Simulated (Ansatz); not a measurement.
**Sr2Li3Mo: a trial structure relaxed**

The task: take a trial cell of Sr2Li3Mo to zero force and stress.

Program: Ansatz 0.2.0. Level of theory: DFT PBE, scalar-relativistic, plane waves, PAW. These are calculated values, not measurements.

1 further run of the same task is left out (it didn't finish).

## 1. The starting structure

The structure is trigonal, space group R-3m (No. 166). Conventional cell: a = 5.602 Å, b = 5.602 Å, c = 11.825 Å, α = 90.00°, β = 90.00°, γ = 120.00°. Li (site symmetry 2/m) is surrounded by 2 Mo at 2.55 Å and 4 Li at 2.80 Å and 2 Sr at 2.90 Å. Around Sr (site symmetry 3m) lie 9 Li at 2.90 to 3.19 Å and 4 Sr at 3.07 to 3.35 Å and 3 Mo at 3.26 Å. Mo (site symmetry -3m) has 6 Li at 2.55 Å in its first shell of neighbours.

Structure file:

```
Li Sr Mo
1.0
     2.80100    1.61716    3.94170
    -2.80100    1.61716    3.94170
     0.00000   -3.23432    3.94170
Li Sr Mo
3 2 1
Direct
  0.00000 0.00000 0.50000
  0.50000 0.00000 0.00000
  0.00000 0.50000 0.00000
  0.62980 0.62980 0.62980
  0.37020 0.37020 0.37020
  0.00000 0.00000 0.00000
```

A structure generator made this guess: species swapped into a database cell of Er2GeRh3 (R-3m, No. 166), with Sr on the Er sites, Mo on the Ge sites and Li on the Rh sites. Lengths come from tabulated atomic sizes and are only a guess.

## 2. A first look at the guess

Input file input.yaml:

```yaml
crystal:
  lattice:
    - [2.8010016, 1.61715903, 3.94170091]
    - [-2.8010016, 1.61715903, 3.94170091]
    - [0.0, -3.23431805, 3.94170091]
  atoms:
    - { symbol: Li, position: [0.0, 0.0, 0.5] }
    - { symbol: Li, position: [0.5, 0.0, 0.0] }
    - { symbol: Li, position: [0.0, 0.5, 0.0] }
    - { symbol: Sr, position: [0.62979561, 0.62979561, 0.62979561] }
    - { symbol: Sr, position: [0.37020439, 0.37020439, 0.37020439] }
    - { symbol: Mo, position: [0.0, 0.0, 0.0] }
basis:
  ecutwfc: 420
kpoints:
  mp_grid: { grid: [6, 6, 6] }
hamiltonian:
  xc: pbe
scf:
  occupations: { method: gaussian, width: 0.1 }
  lower_state_search: "off"
output:
  forces: true
  stress: true
  eigenvalues: true
```

Started as:

```sh
$ ansatz run input.yaml --threads 1 --pin off --max-ram 2560MiB --backend cpu --events-out ev --progress --plain --runs-dir out
```

Further runs follow: a loose first relaxation; spin check on a coarse mesh; final relaxation; relaxation repeated from the relaxed cell.

Q: Predict the outcome of this session. Wanted: conventional cell; volume; energy over the elements; gap on the mesh; total moment.

**Answer**, as computed:

```
                              quantity                                                                        value
symmetry at the end (tolerance 0.05 Å)                                                   space group R-3m (No. 166)
                     conventional cell  a = 6.052 Å, b = 6.052 Å, c = 15.524 Å, α = 90.00°, β = 90.00°, γ = 120.00°
                                volume                                                                27.35 Å³/atom
              energy over the elements                                                                +0.47 eV/atom
                       gap on the mesh                                                                 none (metal)
                          total moment                                                                 3.00 μB/cell
```

In words: The space group R-3m (No. 166) is kept, and the volume per atom grows by 53.2 % from the first guess. With a positive formation energy it can't be a ground state. No finished test with a distortion of lower symmetry is shown, so the end may be a saddle point. Other magnetic orders were not searched.
